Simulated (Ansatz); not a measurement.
# CH6FNSn: basis-set convergence

Aim: see how fast density functionals converge with the basis set for CH6FNSn.

Program: Ansatz 0.2.0, Gaussian basis. Level of theory: one geometry, several basis sets. These are calculated values, not measurements.

Plan: PBE0-D4/def2-SVP; ωB97M-V/def2-SVP; PBE0-D4/def2-QZVPP; ωB97M-V/def2-QZVPP; the functionals' def2-TZVPP values are taken from earlier runs.

### Step 1. Structure used throughout

The geometry comes from an earlier relaxation with PBE0-D4 in a triple-zeta def2 set; it is a stationary point, not always the lowest conformer. Sn takes the def2 core potential; no spin-orbit term is included.

SMILES `C[NH][SnH2][F]`, 10 atoms, charge 0, spin multiplicity 1.

Atoms are counted from 1 here; the program's logs count them from 0.

Bond lengths: C1–N2 1.452 Å, C1–H5 1.095 Å, C1–H6 1.093 Å, C1–H7 1.097 Å, N2–Sn3 1.997 Å, N2–H8 1.010 Å, Sn3–F4 1.937 Å, Sn3–H9 1.698 Å, Sn3–H10 1.698 Å. Angles: N2–C1–H5 110.3°, N2–C1–H6 109.8°, N2–C1–H7 114.2°, H5–C1–H6 106.8°, H5–C1–H7 108.0°, H6–C1–H7 107.4°, C1–N2–Sn3 121.4°, C1–N2–H8 112.1°, Sn3–N2–H8 114.5°, N2–Sn3–F4 109.2°, N2–Sn3–H9 109.0°, N2–Sn3–H10 109.9°, F4–Sn3–H9 104.0°, F4–Sn3–H10 104.8°, H9–Sn3–H10 119.4°.

### Step 2. PBE0-D4 in def2-SVP

File in.yaml:

```yaml
crystal:
  periodic: [false, false, false]
  atoms:
    - {symbol: C, position_ang: [-1.001901, 1.096848, -0.037785]}
    - {symbol: N, position_ang: [0.279368, 0.574864, -0.478097]}
    - {symbol: Sn, position_ang: [1.044591, -1.097072, 0.300549]}
    - {symbol: F, position_ang: [-0.087114, -2.595188, -0.174098]}
    - {symbol: H, position_ang: [-1.088024, 2.157766, -0.293379]}
    - {symbol: H, position_ang: [-1.075678, 1.027310, 1.050972]}
    - {symbol: H, position_ang: [-1.869460, 0.574293, -0.459558]}
    - {symbol: H, position_ang: [0.404443, 0.667618, -1.475749]}
    - {symbol: H, position_ang: [0.935434, -1.018270, 1.993274]}
    - {symbol: H, position_ang: [2.541441, -1.439368, -0.423228]}
basis:
  gaussian: {orbitals: def2-SVP}
hamiltonian: {xc: pbe0, dispersion: d4}
output: {orbitals: {seedname: orbitals}}
```

On the command line:

```sh
$ ansatz run in.yaml --threads 4 --pin off --events-out ev --progress --plain --max-ram 10444MiB
```

Further steps of the session: ωB97M-V in def2-SVP; PBE0-D4 in def2-QZVPP; ωB97M-V in def2-QZVPP.

Q: Predict the results of all the runs planned. Wanted: PBE0-D4: double and triple zeta above quadruple; ωB97M-V: double and triple zeta above quadruple.

**Answer**, as computed:

| quantity | value |
| --- | --- |
| PBE0-D4: double and triple zeta above quadruple | 7.29, 0.39 eV |
| ωB97M-V: double and triple zeta above quadruple | 7.54, 0.38 eV |

For PBE0-D4 the step from double to triple zeta gains 6.90 eV and the next only 0.39 eV. These are total energies; as a rule much of such shifts cancels in differences, which this series doesn't test. The LUMO of ωB97M-V is positive and keeps falling with the basis (2.05 to 0.99 eV): an unbound level that the basis holds in place.
